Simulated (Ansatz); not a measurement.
# GaLi (singlet): the correlation ladder at distance Ga1–Li2 = 3.428 Å, aug-cc-pVTZ

The task here is to estimate one member of a computed series from the others.

Method: aug-cc-pVTZ, core rule «outside noble gas», up to 15 orbitals frozen; program: Ansatz 0.2.0, Gaussian basis.

To be run: UHF; CCSD(T) on RHF; CCSD(T) on UHF; BCCD(T) on RHF; CCSDT(Q) on RHF; CCSDT(Q) on UHF; Full CI.

42 further runs of the same task are left out: 18 for a known fault of the program, 2 for a mislabelled method, 15 that didn't finish, 7 set aside as unsound or not needed.

### The system

The geometry derives from a PBE0/def2-TZVP stationary point (not a proven minimum). One bond is set to the value named and the two fragments are kept rigid. No spin-orbit coupling is included. The filled d shell of Ga may be among the frozen orbitals whatever the setting's name suggests; the logs give the count.

2 atoms, charge 0, spin multiplicity 1.

Atoms are counted from 1 here; the program's logs count them from 0.

No contacts short enough for the rule that draws bonds.

Set-up of the first run:

Input file in.yaml:

```yaml
crystal:
  periodic: [false, false, false]
  atoms:
    - {symbol: Ga, position_ang: [0.000000, 0.000000, 0.000000]}
    - {symbol: Li, position_ang: [0.000000, 0.000000, 3.428000]}
basis:
  gaussian: {orbitals: aug-cc-pVTZ}
magnetization: {spin_polarized: true, initial_magnetization: 0}
hamiltonian: {xc: hf}
output: {orbitals: {seedname: orbitals}}
```

Command:

```bash
ansatz run in.yaml --threads 1 --pin off --events-out ev --progress --plain --max-ram 2393MiB
```

Among the steps run: UHF; CCSD(T) on RHF; CCSD(T) on UHF; BCCD(T) on RHF; CCSDT(Q) on RHF; CCSDT(Q) on UHF; Full CI.

One table of the session follows, with a row left open; its other results are not shown here.

| method | from FCI (meV) |
| --- | --- |
| RHF | +2231.0 |
| UHF | +1896.0 |
| RMP2 | ? |
| UMP2 | +797.8 |
| RCCSD | +99.8 |
| UCCSD | +137.1 |
| RCCSD(T) | +24.4 |
| UCCSD(T) | +47.8 |
| BCCD(T) | +24.3 |
| RCCSDT | +7.4 |
| UCCSDT | +14.8 |
| RCCSDT(Q) | +1.6 |
| UCCSDT(Q) | +6.5 |
| FCI | 0 |

Estimate the missing values for RMP2.

The run gave: from FCI (meV): +638.8. In the column «from FCI (meV)» it lies between UCCSD (+137.1) and UMP2 (+797.8).

Caveats from the session: The determinant is far from a pure spin state, so its energy mixes those of several spin states (harmless only where they are near-degenerate, as at dissociation). Restricted and unrestricted rows rest on different reference determinants; where their highest levels disagree by more than a few hundredths of an eV, they describe different states and don't form one ladder.
